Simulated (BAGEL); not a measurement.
# SiHCl2F (SMILES F[SiH](Cl)Cl): a chain of runs

We compute the energy (HF/def2-SVP), then a single-point energy (NEVPT2(2,2)/def2-SVP), then the energy (CASPT2(2,2)/def2-SVP) of SiHCl2F. 

The results are computed with BAGEL 1.2.2.

2 further runs of the same task are left out: 2 set aside as unsound or not needed.

## 1. The molecule

SiHCl2F has 5 atoms, charge 0, and is taken as a singlet. SMILES: `F[SiH](Cl)Cl`. The Si2–Cl4 distance was set to 3.845 Å, away from the relaxed value. At this shape a bond of the SMILES string is far longer than usual.

Bond lengths: F1–Si2 1.581 Å, Si2–Cl3 2.024 Å, Si2–H5 1.467 Å. Angles: F1–Si2–Cl3 108.4°, F1–Si2–H5 109.1°, Cl3–Si2–H5 110.4°.

## 2. The energy at HF/def2-SVP (density fitting with svp-jkfit) (run 1)

input.json

```json
{ "bagel" : [

{
  "title" : "molecule",
  "basis" : "svp",
  "df_basis" : "svp-jkfit",
  "geometry" : [
    { "atom" : "F", "xyz" : [     2.12239487,     0.51314757,     4.86238248 ] },
    { "atom" : "Si", "xyz" : [     2.27395091,     1.71180085,     2.12964953 ] },
    { "atom" : "Cl", "xyz" : [     1.08795879,     5.34139782,     2.33884221 ] },
    { "atom" : "Cl", "xyz" : [    -2.06509271,    -2.09513935,    -2.28335608 ] },
    { "atom" : "H", "xyz" : [     4.89613488,     1.60276365,     1.23543113 ] }
  ]
},

{ "title" : "hf" },

{ "title" : "print", "file" : "orbitals.molden", "orbitals" : true }

]}
```

Command:

```bash
$ BAGEL_NUM_THREADS=1 BAGEL input.json > input.out
```

What it wrote:

```text
* using 1 threads per process

  ===============================================================
  ===============================================================

  *** Geometry ***

  { "atom" : "F", "xyz" : [      2.122395,      0.513148,      4.862382 ] },
  { "atom" : "Si", "xyz" : [      2.273951,      1.711801,      2.129650 ] },
  { "atom" : "Cl", "xyz" : [      1.087959,      5.341398,      2.338842 ] },
  { "atom" : "Cl", "xyz" : [     -2.065093,     -2.095139,     -2.283356 ] },
  { "atom" : "H", "xyz" : [      4.896135,      1.602764,      1.235431 ] },

  Number of auxiliary basis functions:      479

  Since a DF basis is specified, we compute 2- and 3-index integrals:
    o Being stored without compression. Storage requirement is 0.020 GB

  Number of basis functions:       73
  Number of electrons      :       58

    * METHOD: MOLECULE                             0.20

  *** RHF ***

  === Nuclear Repulsion ===
   225.4815244187

      * DIIS with orbital gradients will be used.

  === RHF iteration (svp) ===
      0      -1307.21204178          0.01903185           0.09
      1      -1307.24559253          0.01735255           0.08
      2      -1307.44078432          0.00266733           0.08
[... 13 lines of this table left out ...]
     16      -1307.44909209          0.00000000           0.08
    * SCF iteration converged.

    * Permanent dipole moment:
           (   -2.155616,    -1.791137,    -1.464152) a.u.

    * METHOD: HF                                   1.59

    * METHOD: PRINT                                0.01

  ===============================================================
```

Run time: 1.9 s. Hardware: 1 thread of Arm Neoverse V1, shared host; peak memory 0.15 GiB.

## 3. The energy at NEVPT2(2,2)/def2-SVP (density fitting with svp-jkfit) (run 2)

nevpt2.json

```json
{ "bagel" : [

{
  "title" : "molecule",
  "basis" : "svp",
  "df_basis" : "svp-jkfit",
  "geometry" : [
    { "atom" : "F", "xyz" : [  2.12239487,  0.51314757,  4.86238248 ] },
    { "atom" : "Si", "xyz" : [  2.27395091,  1.71180085,  2.12964953 ] },
    { "atom" : "Cl", "xyz" : [  1.08795879,  5.34139782,  2.33884221 ] },
    { "atom" : "Cl", "xyz" : [ -2.06509271, -2.09513935, -2.28335608 ] },
    { "atom" : "H", "xyz" : [  4.89613488,  1.60276365,  1.23543113 ] }
  ]
},
{ "title" : "hf" },
{ "title" : "nevpt2", "nstate" : 1, "nact" : 2, "nclosed" : 28, "active" : [29, 30], "maxiter" : 200, "natocc" : "true", "ncore" : 16 },
{ "title" : "print", "file" : "orbitals.molden", "orbitals" : "true" }

]}
```

Command:

```bash
$ BAGEL_NUM_THREADS=1 BAGEL nevpt2.json > nevpt2.out
```

What it wrote:

```text
* using 1 threads per process

  ===============================================================
  ===============================================================

  *** Geometry ***

[... 29 lines left out ...]
    * SCF iteration converged.
[... 1 line left out ...]
    * Permanent dipole moment:
[... 28 lines left out ...]
    * Second-order optimization converged. *
[... 9 lines left out ...]
     * ci vector, state   0, <S^2> = 0.0000
       2.     0.8445408496
       .2    -0.5354911329

  === DF-NEVPT2 calculation ===

    * 3-index integral transformation done
    * assembly done

      NEVPT2 correlation energy:   -0.5111826442      0.10

          (+0)     -0.4344983165
          (+0)'    -0.0123030440
          (+1)     -0.0217309525
          (+1)'    -0.0000000000
          (+2)     -0.0002410618
          (-1)     -0.0418770359
          (-1)'     0.0000000000
          (-2)     -0.0005322334

      NEVPT2 total energy:       -1308.0299997478

    * METHOD: NEVPT2                               5.20

    * METHOD: PRINT                                0.01

  ===============================================================
```

It took 7.2 s on 1 thread of Arm Neoverse V1, shared host; peak memory 0.15 GiB.

## 4. A single-point energy at CASPT2(2,2)/def2-SVP (density fitting with svp-jkfit) (run 3)

caspt2.json

```json
{ "bagel": [

{
  "title": "molecule",
  "basis": "svp",
  "df_basis": "svp-jkfit",
  "geometry": [
    { "atom": "F", "xyz": [     2.12239487,     0.51314757,     4.86238248 ] },
    { "atom": "Si", "xyz": [     2.27395091,     1.71180085,     2.12964953 ] },
    { "atom": "Cl", "xyz": [     1.08795879,     5.34139782,     2.33884221 ] },
    { "atom": "Cl", "xyz": [    -2.06509271,    -2.09513935,    -2.28335608 ] },
    { "atom": "H", "xyz": [     4.89613488,     1.60276365,     1.23543113 ] }
  ]
},

{
  "title": "hf"
},

{
  "title": "casscf",
  "nstate": 1,
  "nact": 2,
  "nclosed": 28,
  "active": [29, 30],
  "maxiter": 200,
  "natocc": "true"
},

{
  "title": "print",
  "file": "orbitals.molden",
  "orbitals": "true"
},

{
  "title": "smith",
  "method": "caspt2",
  "ms": "true",
  "xms": "true",
  "sssr": "true",
  "shift": 0.2,
  "shift_imag": "true",
  "ncore": 16
}

]}
```

Command:

```bash
$ BAGEL_NUM_THREADS=1 BAGEL caspt2.json > caspt2.out
```

What it wrote:

```text
* using 1 threads per process

  ===============================================================
  ===============================================================

  *** Geometry ***

[... 31 lines left out ...]
    * Permanent dipole moment:
[... 37 lines left out ...]
     * ci vector, state   0, <S^2> = 0.0000
[... 21 lines left out ...]
       #      aibj      arbs      arbi      airj      risj      airs      arst      rist         Etot      error   time
[... 7 lines left out ...]
      ------------------------------------------------------------------------------------------------------------------

    * CASPT2 energy : state  0    -1308.0364747881
        w/o shift correction      -1308.0341022483
        reference weight              0.8622233636

    * METHOD: SMITH                                0.41

  ===============================================================
```

Wall time 7.5 s (1 thread of Arm Neoverse V1, shared host); peak memory 0.15 GiB.

## 5. What came out

```
                                 quantity           value
         run 1, HF/def2-SVP: total energy  -1307.44909 Eh
        run 1, HF/def2-SVP: dipole moment          8.04 D
          run 1, HF/def2-SVP: HOMO energy        -9.01 eV
          run 1, HF/def2-SVP: LUMO energy        -2.68 eV
        run 1, HF/def2-SVP: HOMO–LUMO gap         6.33 eV
run 2, NEVPT2(2,2)/def2-SVP: total energy  -1308.03000 Eh
run 3, CASPT2(2,2)/def2-SVP: total energy  -1308.03647 Eh
```

What this shows: One bond (run 1, HF/def2-SVP) is far stretched, which a spin-restricted single reference describes badly; a broken-symmetry solution may lie lower.
